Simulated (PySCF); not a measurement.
**CuH: a composite coupled-cluster curve**

An exercise on one series of results from a longer session: the logs are not shown, and one member is left open.

Method: CCSD(T) on RHF, scalar-relativistic core potentials; program: PySCF 2.14.0.

2 further runs of the same task are left out: 2 set aside as unsound or not needed.

The first run:

```yaml
molecule: CuH
state: singlet, unpaired electrons none
smaller_basis: Cu cc-pVTZ-PP with ECP10, H cc-pVTZ
larger_basis: Cu cc-pVQZ-PP with ECP10, H cc-pVQZ
frozen_core_orbitals: 4
extrapolation: correlation as n⁻³ (n = 3, 4), Hartree–Fock as (n+1)·exp(−9√n)
corrections: core–valence correlation
distances_Å: 1.2933, 1.3521, 1.4109, 1.4697, 1.5285, 1.6020, 1.6755
masses_u: 62.9296, 1.0078
dissociation_limit: Cu + H
```

Launch:

```sh
> OMP_NUM_THREADS=4 python comp.py task.json out
```

Among the steps run: Coupled cluster at each distance.

One table of the session follows, with a row left open; its other results are not shown here.

Parts of the energy along the bond, in eV from Cu + H:

| R (Å) | HF/CBS | CCSD corr. | (T) | core–valence |
| --- | --- | --- | --- | --- |
| 1.2933 | -1.011 | -1.440 | -0.1326 | -0.0070 |
| 1.3521 | -1.226 | -1.379 | -0.1265 | -0.0063 |
| 1.4109 | -1.364 | -1.320 | -0.1193 | -0.0053 |
| 1.4697 | ? | ? | ? | ? |
| 1.5285 | -1.469 | -1.212 | -0.1036 | -0.0033 |
| 1.6020 | -1.451 | -1.153 | -0.0940 | -0.0021 |
| 1.6755 | -1.390 | -1.101 | -0.0851 | -0.0010 |

Q: Estimate the row for R (Å) = 1.4697 from the others.

Worked estimate for «HF/CBS». A straight line through the neighbours (1.4109, -1.364) and (1.5285, -1.469) gives -1.364 + (-1.469 + 1.364) × (1.4697 − 1.4109) / (1.5285 − 1.4109) = -1.417; a parabola fitted to 4 rows on both sides gives -1.440.

**Answer.** HF/CBS: -1.440; CCSD corr.: -1.264; (T): -0.1115; core–valence: -0.0043. In «HF/CBS» the line misses by +0.023 and the parabola by 0.000.

Caveats from the session: Spin–orbit coupling and excitations beyond (T) are left out.
